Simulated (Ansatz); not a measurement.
# C2H7AlSSi: the cost of one run

Method: the settings change from run to run; program: Ansatz 0.2.0, Gaussian basis.

## 1. The molecule

The geometry comes from an earlier relaxation with PBE0-D4 in a triple-zeta def2 set; it is a stationary point, not always the lowest conformer.

SMILES `[SiH3]C[CH]1[AlH][S]1`, 12 atoms, charge 0, spin multiplicity 1.

Atoms are counted from 1 here; the program's logs count them from 0.

Bond lengths: Si1–C2 1.886 Å, Si1–H6 1.485 Å, Si1–H7 1.490 Å, Si1–H8 1.489 Å, C2–C3 1.515 Å, C2–H9 1.095 Å, C2–H10 1.097 Å, C3–Al4 1.923 Å, C3–S5 1.924 Å, C3–H11 1.090 Å, Al4–S5 2.116 Å, Al4–H12 1.570 Å. Angles: C2–Si1–H6 111.7°, C2–Si1–H7 110.1°, C2–Si1–H8 109.0°, H6–Si1–H7 108.5°, H6–Si1–H8 108.8°, H7–Si1–H8 108.6°, Si1–C2–C3 113.8°, Si1–C2–H9 108.6°, Si1–C2–H10 107.6°, C3–C2–H9 111.5°, C3–C2–H10 108.8°, H9–C2–H10 106.3°, C2–C3–Al4 126.3°, C2–C3–S5 114.3°, C2–C3–H11 111.8°, Al4–C3–S5 66.8°, Al4–C3–H11 118.5°, S5–C3–H11 107.9° and more.

## 2. BHLYP/aug-pcseg-2

This run has density fitting with cc-pVTZ-jkfit, high accuracy, the search for lower states set to off.

in.yaml reads:

```yaml
crystal:
  periodic: [false, false, false]
  atoms:
    - {symbol: Si, position_ang: [-1.039150, -0.844285, 1.390497]}
    - {symbol: C, position_ang: [0.518336, -0.275324, 0.491090]}
    - {symbol: C, position_ang: [0.289571, 0.074137, -0.965183]}
    - {symbol: Al, position_ang: [1.143286, 1.492924, -1.943515]}
    - {symbol: S, position_ang: [-0.851879, 1.597428, -1.245074]}
    - {symbol: H, position_ang: [-2.030605, 0.253278, 1.521657]}
    - {symbol: H, position_ang: [-0.693104, -1.334157, 2.754271]}
    - {symbol: H, position_ang: [-1.660192, -1.962096, 0.627225]}
    - {symbol: H, position_ang: [0.952946, 0.565869, 1.041834]}
    - {symbol: H, position_ang: [1.250310, -1.090964, 0.547909]}
    - {symbol: H, position_ang: [-0.128117, -0.764217, -1.522656]}
    - {symbol: H, position_ang: [2.325497, 2.232207, -2.664155]}
basis:
  gaussian: {orbitals: aug-pcseg-2, fitting: {mean_field: cc-pVTZ-jkfit}}
hamiltonian: {xc: {name: BHLYP}}
accuracy: high
scf: {lower_state_search: off}
output: {forces: true}
```

Command:

```
$ ansatz run in.yaml --threads 4 --pin off --events-out ev --progress --plain --max-ram 10444MiB
```

What time and memory should one allow on 4 threads of Intel Xeon 6975P-C, shared host?

About 5 s, with a peak of 1 GiB.
